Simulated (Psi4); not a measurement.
# ZrO (SMILES [O][Zr]) at wB97M-V/def2-TZVP (core potential)

What is the vertical singlet–triplet gap of ZrO at wB97M-V/def2-TZVP (core potential)? 

The results are computed with Psi4 1.11.

1 further run of the same task is left out (set aside as unsound or not needed).

## (1) The structure to begin with

The species is ZrO (2 atoms), meant as a singlet with charge 0. SMILES: `[O][Zr]`. The bond length is the measured one.

Bond lengths: O1–Zr2 1.712 Å.

## (2) The energy at wB97M-V/def2-TZVP (core potential)

Input file job.inp:

```
memory 1600 MB

molecule molecule1 {
  0 1
  O      0.00000000     0.00000000     0.00000000
  Zr     0.00000000     0.00000000     3.23445523
  units au
  symmetry c1
}

set globals {
  basis                def2-TZVP
  puream               true
  e_convergence        1e-09
  d_convergence        1e-08
  scf_type             pk
  dft_radial_points    99
  dft_spherical_points 590
}

energy_value, wavefunction = energy("wb97m-v", return_wfn=True)
print_variables()
```

The run is started by

```
$ psi4 job.inp job.out -n 1
```

job.out:

```text
[...]
    !!!  WARNING: ECP capability is in beta. Please check occupations closely.  !!!
[...]
  Running in c1 symmetry.
[...]
  Nuclear repulsion =   29.680423185205132
[...]
  Multiplicity = 1
[...]
  Nalpha       = 10
  Nbeta        = 10
[...]
    Number of basis functions: 71
[...]
   @RKS iter   1:  -121.70182454622268   -1.18275e-01   1.44435e-02 DIIS/ADIIS
[...]
   @RKS iter  17:  -122.17299471469441   -3.22586e-12   4.05820e-09 DIIS
[...]
    Orbital Energies [Eh]
    ---------------------
    Doubly Occupied:
       1A    -19.335584     2A     -2.315675     3A     -1.465939
       4A     -1.437858     5A     -1.437858     6A     -0.991813
       7A     -0.453818     8A     -0.453818     9A     -0.449726
      10A     -0.260443
[...]
  @RKS Final Energy:  -122.17299471469441
   => Energetics <=
    Nuclear Repulsion Energy =             29.6804231852051323
    One-Electron Energy =                -240.5962538948517420
    Two-Electron Energy =                  98.3816505838028235
    DFT Exchange-Correlation Energy =      -9.7168168152835133
    Empirical Dispersion Energy =           0.0000000000000000
    VV10 Nonlocal Energy =                  0.0780022264328767
    Total Energy =                       -122.1729947146944113
[...]
 Multipole Moments:
 ------------------------------------------------------------------------------------
     Multipole            Electronic (a.u.)      Nuclear  (a.u.)        Total (a.u.)
 ------------------------------------------------------------------------------------
 L = 1.  Multiply by 2.5417464519 to convert [e a0] to [Debye]
 Dipole X            :         -0.0000005            0.0000000           -0.0000005
 Dipole Y            :          0.0000003            0.0000000            0.0000003
 Dipole Z            :         17.1770969          -16.1050989            1.0719979
 Magnitude           :                                                    1.0719979
[...]
```

Wall time 14 s (1 thread of Intel Xeon 6975P-C (Granite Rapids), shared host); peak memory 0.8 GiB.

## (3) The triplet at the same level

Input file ozr.xyz:

```xyz
2
OZr
O      0.000000     0.000000     0.000000
Zr     0.000000     0.000000     1.711600
```

Input file run.py:

```python
import numpy as np
from ase.calculators.psi4 import Psi4
from ase.io import read

a = read('ozr.xyz')
calc = Psi4(atoms=a, method='wb97m-v', basis='def2-TZVP', memory='1600MB', num_threads=1, charge=0, multiplicity=3, label='ozr', reference='uks')
calc.psi4.set_options({'puream': True, 'e_convergence': 1e-09, 'd_convergence': 1e-08, 'scf_type': 'pk', 'dft_radial_points': 99, 'dft_spherical_points': 590, 'maxiter': 100})
a.calc = calc

print(f'energy: {a.get_potential_energy():.6f} eV')
```

The run is started by

```
$ python run.py
```

ozr.dat:

```text
[...]
    !!!  WARNING: ECP capability is in beta. Please check occupations closely.  !!!
[...]
  Running in c1 symmetry.
[...]
  Nuclear repulsion =   29.680423127085771
[...]
  Multiplicity = 3
[...]
  Nalpha       = 11
  Nbeta        = 9
[...]
    Number of basis functions: 71
[...]
   @UKS iter   1:  -121.75787353471198   -1.78517e-01   1.37258e-02 DIIS/ADIIS
[...]
   @UKS iter  19:  -122.16835515365814   -3.08376e-12   4.10690e-09 DIIS
[...]
   @S^2 Observed:                2.004089197E+00
[...]
    Orbital Energies [Eh]
    ---------------------
    Alpha Occupied:
       1A    -19.286351     2A     -2.237908     3A     -1.405194
       4A     -1.369021     5A     -1.369021     6A     -0.944579
       7A     -0.410317     8A     -0.410317     9A     -0.403568
      10A     -0.258040    11A     -0.244119
    Alpha Virtual:
      12A     -0.003857    13A     -0.003857    14A      0.022463
      15A      0.025261    16A      0.085561    17A      0.091760
      18A      0.091760    19A      0.110967    20A      0.178748
      21A      0.178748    22A      0.198071    23A      0.207675
      24A      0.207675    25A      0.212497    26A      0.228285
[...]
  @UKS Final Energy:  -122.16835515365814
   => Energetics <=
    Nuclear Repulsion Energy =             29.6804231270857706
    One-Electron Energy =                -241.6658876272658745
    Two-Electron Energy =                  99.5591555590567054
    DFT Exchange-Correlation Energy =      -9.8205901702036211
    Empirical Dispersion Energy =           0.0000000000000000
    VV10 Nonlocal Energy =                  0.0785439576688822
    Total Energy =                       -122.1683551536581405
[...]
 Multipole Moments:
 ------------------------------------------------------------------------------------
     Multipole            Electronic (a.u.)      Nuclear  (a.u.)        Total (a.u.)
 ------------------------------------------------------------------------------------
 L = 1.  Multiply by 2.5417464519 to convert [e a0] to [Debye]
 Dipole X            :          0.0000001            0.0000000            0.0000001
 Dipole Y            :          0.0000001            0.0000000            0.0000001
 Dipole Z            :         17.6305394          -16.1050990            1.5254404
 Magnitude           :                                                    1.5254404
[...]
```

On the terminal:

```text
energy: -3324.370272 eV
```

Wall time 19 s (1 thread of Intel Xeon 6975P-C (Granite Rapids), shared host); peak memory 0.82 GiB.

## (4) Results

At wB97M-V/def2-TZVP (core potential):

| quantity | value |
| --- | --- |
| singlet: total energy | -122.17299 Eh |
| singlet: dipole moment | 2.72 D |
| singlet: HOMO energy | -7.09 eV |
| singlet: LUMO energy | -0.70 eV |
| singlet: HOMO–LUMO gap | 6.39 eV |
| triplet: total energy | -122.16836 Eh |
| triplet: dipole moment | 3.88 D |
| triplet: HOMO energy (highest over α and β) | -6.64 eV |
| triplet: LUMO energy (lowest over α and β) | -0.37 eV |
| triplet: ⟨S²⟩ | 2.004 |
| vertical energy of the triplet above the singlet | 0.126 eV |

In words: At this shape the triplet lies 0.13 eV (12.2 kJ/mol) above the singlet.
